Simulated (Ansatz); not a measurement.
**CH₄ClFOTi: basis-set convergence**

The task here is to estimate one member of a computed series from the others.

Program: Ansatz 0.2.0, Gaussian basis. Level of theory: one geometry, several basis sets. These are calculated values, not measurements.

The runs, in order: PBE0-D4/def2-SVP; ωB97M-V/def2-SVP; PBE0-D4/def2-QZVPP; ωB97M-V/def2-QZVPP; the functionals' def2-TZVPP values are taken from earlier runs.

## The geometry

An earlier PBE0-D4 in a triple-zeta def2 set relaxation fixed the geometry.

SMILES `[CH3][Ti]([OH])([F])[Cl]`, 9 atoms, charge 0, spin multiplicity 1.

Atoms are counted from 1 here; the program's logs count them from 0.

Bond lengths: C1–Ti2 2.040 Å, C1–H6 1.093 Å, C1–H7 1.094 Å, C1–H8 1.094 Å, Ti2–O3 1.760 Å, Ti2–F4 1.753 Å, Ti2–Cl5 2.204 Å, O3–H9 0.956 Å. Angles: Ti2–C1–H6 109.3°, Ti2–C1–H7 108.9°, Ti2–C1–H8 108.8°, H6–C1–H7 110.0°, H6–C1–H8 109.8°, H7–C1–H8 110.0°, C1–Ti2–O3 105.3°, C1–Ti2–F4 105.7°, C1–Ti2–Cl5 106.1°, O3–Ti2–F4 113.1°, O3–Ti2–Cl5 113.2°, F4–Ti2–Cl5 112.5°, Ti2–O3–H9 150.9°.

The first run:

in.yaml reads:

```yaml
crystal:
  periodic: [false, false, false]
  atoms:
    - {symbol: C, position_ang: [-1.283308, 0.014516, -0.308445]}
    - {symbol: Ti, position_ang: [0.753841, 0.059952, -0.201011]}
    - {symbol: O, position_ang: [1.140949, -0.371101, 1.460399]}
    - {symbol: F, position_ang: [1.316966, -1.120885, -1.368079]}
    - {symbol: Cl, position_ang: [1.348904, 2.115764, -0.725802]}
    - {symbol: H, position_ang: [-1.698422, 0.727501, 0.408731]}
    - {symbol: H, position_ang: [-1.591077, 0.281726, -1.323238]}
    - {symbol: H, position_ang: [-1.627516, -0.995440, -0.067209]}
    - {symbol: H, position_ang: [1.728263, -0.758432, 2.107554]}
basis:
  gaussian: {orbitals: def2-SVP}
hamiltonian: {xc: pbe0, dispersion: d4}
output: {orbitals: {seedname: orbitals}}
```

Run with:

```bash
ansatz run in.yaml --threads 4 --pin off --events-out ev --progress --plain --max-ram 10444MiB
```

Among the steps run: PBE0-D4 in def2-SVP; ωB97M-V in def2-SVP; PBE0-D4 in def2-QZVPP; ωB97M-V in def2-QZVPP.

One table of the session follows, with a row left open; its other results are not shown here.

It belongs to the step «Density functionals: the series». 

```
functional       basis  HOMO (eV)  LUMO (eV)
   PBE0-D4    def2-SVP      -8.41      -2.27
   PBE0-D4  def2-TZVPP      -8.45      -2.30
   PBE0-D4  def2-QZVPP      -8.46      -2.31
   ωB97M-V    def2-SVP          ?          ?
   ωB97M-V  def2-TZVPP     -10.81      -0.02
   ωB97M-V  def2-QZVPP     -10.82      -0.05
```

Q: Estimate the row for ωB97M-V, def2-SVP from the others.

**Answer.** HOMO (eV): -10.74; LUMO (eV): 0.06. In the column «HOMO (eV)» it lies between ωB97M-V, def2-TZVPP (-10.81) and PBE0-D4, def2-QZVPP (-8.46).
